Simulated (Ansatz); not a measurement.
Write the native input for Ansatz 0.2.0 that does the following.

| Item | Value |
| --- | --- |
| Task | projected density of states |
| Functional | PBE |
| Potentials or basis | Ansatz PAW |
| Cutoff | 420 eV (not typed: the program's choice for these potentials) |
| k mesh | 4 × 4 × 2 |
| Occupations | fermi-dirac, width 0.05 eV |
| Spin | collinear spin, ferromagnetic start |
| Starting moments | [0.0, 0.0, 2.0, 2.0, 2.0, 0.0, 0.0, 0.0, 0.0, 0.0, 0.0, 0.0, 0.0, 0.0, 0.0, 0.0, 0.0, 0.0, 0.0, 0.0, 0.0, 0.0] μB |
| Hubbard terms | V d U = 6 eV |
| Hubbard projectors | ortho-atomic (the default) |
| Double counting | fll (the default) |

Ba2Tl5V3O12:

```
CELL_PARAMETERS angstrom
6.54548 0.00000 0.00000
0.00000 6.54548 0.00000
0.00000 0.00000 13.57484
ATOMIC_POSITIONS crystal
Ba 0.50000 0.00000 0.56322
Ba 0.00000 0.50000 0.43678
V 0.00000 0.00000 0.50000
V 0.00000 0.00000 0.00000
V 0.50000 0.50000 0.50000
Tl 0.50000 0.00000 0.02980
Tl 0.00000 0.50000 0.68840
Tl 0.00000 0.50000 0.97020
Tl 0.50000 0.00000 0.31160
Tl 0.50000 0.50000 0.00000
O 0.81622 0.88853 0.42632
O 0.88853 0.18378 0.57368
O 0.11147 0.81622 0.57368
O 0.18378 0.11147 0.42632
O 0.82276 0.85849 0.93300
O 0.85849 0.17724 0.06700
O 0.14151 0.82276 0.06700
O 0.17724 0.14151 0.93300
O 0.68323 0.61113 0.57410
O 0.61113 0.31677 0.42590
O 0.38887 0.68323 0.42590
O 0.31677 0.38887 0.57410
```

The cell was built by a generator and needn't be a form met in nature.

The input as run:

input.yaml

```yaml
crystal:
  lattice:
    - [6.54548, 0.0, 0.0]
    - [0.0, 6.54548, 0.0]
    - [0.0, 0.0, 13.57484]
  atoms:
    - { symbol: Ba, position: [0.5, 0.0, 0.56322] }
    - { symbol: Ba, position: [0.0, 0.5, 0.43678] }
    - { symbol: V, position: [0.0, 0.0, 0.5], spin: 2.0 }
    - { symbol: V, position: [0.0, 0.0, 0.0], spin: 2.0 }
    - { symbol: V, position: [0.5, 0.5, 0.5], spin: 2.0 }
    - { symbol: Tl, position: [0.5, 0.0, 0.0298] }
    - { symbol: Tl, position: [0.0, 0.5, 0.6884] }
    - { symbol: Tl, position: [0.0, 0.5, 0.9702] }
    - { symbol: Tl, position: [0.5, 0.0, 0.3116] }
    - { symbol: Tl, position: [0.5, 0.5, 0.0] }
    - { symbol: O, position: [0.81622, 0.88853, 0.42632] }
    - { symbol: O, position: [0.88853, 0.18378, 0.57368] }
    - { symbol: O, position: [0.11147, 0.81622, 0.57368] }
    - { symbol: O, position: [0.18378, 0.11147, 0.42632] }
    - { symbol: O, position: [0.82276, 0.85849, 0.933] }
    - { symbol: O, position: [0.85849, 0.17724, 0.067] }
    - { symbol: O, position: [0.14151, 0.82276, 0.067] }
    - { symbol: O, position: [0.17724, 0.14151, 0.933] }
    - { symbol: O, position: [0.68323, 0.61113, 0.5741] }
    - { symbol: O, position: [0.61113, 0.31677, 0.4259] }
    - { symbol: O, position: [0.38887, 0.68323, 0.4259] }
    - { symbol: O, position: [0.31677, 0.38887, 0.5741] }
hamiltonian:
  xc: pbe
  pseudopotentials: { kind: paw }
  hubbard: { sites: [{ species: V, l: d, u_eff: 6.0 }] }
magnetization:
  spin_polarized: true
kpoints:
  mp_grid: { grid: [4, 4, 2] }
scf:
  occupations: { method: fermi_dirac, width: 0.05 }
  n_extra_bands: 55
output:
  forces: true
  stress: true
  eigenvalues: true
  dos: { projected: true, de: 0.05, nscf_kmesh: { grid: [6, 6, 3] } }
```

Potentials or basis: Ansatz PAW.

Run with:

```sh
$ ansatz run input.yaml --threads 8 --pin off --max-ram 20480MiB --backend cpu --events-out ev --progress --plain --runs-dir out
```

It gave:

```
Pressure               : 0.4 GPa
Largest force          : 0.179 eV/Å
Band gap on the k mesh : 0.96 eV, indirect (least direct gap 1.19 eV)
Net moment             : 0.00 μB per cell
Absolute moment        : 0.00 μB per cell
```

Caveat: the magnetic or orbital state may not be the lowest; spin-orbit coupling is left out, which as a rule narrows the gap of such compounds by several tenths of an eV; the density of states is complete only up to the lowest level of the last band computed; the starting moments weren't kept.

Wall time 120 s on 8 threads of Intel(R) Xeon(R) 6975P-C (Granite Rapids) (shared host), peak memory 6.2 GiB.
